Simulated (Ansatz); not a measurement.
**WAu: band structure with r2SCAN**

Crystal: WAu.

```
W Au
1.0
     0.00000    2.90921    2.90921
     2.90921    0.00000    2.90921
     2.90921    2.90921    0.00000
W Au
1 1
Direct
  0.00000 0.00000 0.00000
  0.75000 0.75000 0.75000
```

The cell was built by a generator and needn't be a form met in nature.

* Program: Ansatz 0.2.0
* Task: band structure
* Functional: r2SCAN
* Potentials or basis: Ansatz PAW
* Cutoff: 500 eV (not typed: the program's choice for these potentials)
* k mesh: 8 × 8 × 8
* Occupations: fermi-dirac, width 0.05 eV
* Spin: no spin polarisation
* Path: [["G", "X", "W", "K", "G", "L", "U", "W", "L", "K"], ["U", "X"]]
* Points for each segment of the path: 14

```
Pressure               : -3.3 GPa
Band gap on the k mesh : none (metal or under the smearing width)
```

Levels at the corners of the path, in eV from the Fermi level:
```tsv
point	band 12	band 13	band 14	band 15	band 16	band 17	band 18	band 19	band 20	band 21
Γ	-5.93	-5.93	-5.93	-0.79	-0.79	-0.79	1.62	1.62	8.98	11.62
X	-5.97	-5.30	-4.27	-2.82	0.44	1.40	1.49	1.49	2.91	3.50
W	-5.52	-5.51	-4.34	-1.52	-1.09	1.10	1.70	1.99	2.33	2.70
K	-5.83	-5.37	-4.41	-2.03	-0.14	0.53	1.35	1.65	2.48	3.36
Γ	-5.93	-5.93	-5.93	-0.79	-0.79	-0.79	1.62	1.62	8.98	11.62
L	-5.83	-5.83	-5.24	-1.87	-0.28	-0.28	1.43	1.43	2.13	8.05
U	-5.83	-5.37	-4.41	-2.03	-0.14	0.53	1.35	1.65	2.48	3.36
W	-5.52	-5.51	-4.34	-1.52	-1.09	1.10	1.70	1.99	2.33	2.70
L	-5.83	-5.83	-5.24	-1.87	-0.28	-0.28	1.43	1.43	2.13	8.05
K	-5.83	-5.37	-4.41	-2.03	-0.14	0.53	1.35	1.65	2.48	3.36
U	-5.83	-5.37	-4.41	-2.03	-0.14	0.53	1.35	1.65	2.48	3.36
X	-5.97	-5.30	-4.27	-2.82	0.44	1.40	1.49	1.49	2.91	3.50
```

It took 14 s on 2 threads of Intel(R) Xeon(R) Platinum 8259CL CPU @ 2.50GHz (Skylake/Cascade Lake) (shared host), peak memory 0.53 GiB.

Caveat: spin-orbit coupling is left out, which moves the levels of the heavy elements; the PAW data sets come from PBE, with cores solved anew for the run's functional, which leaves a small shift of forces and pressure.
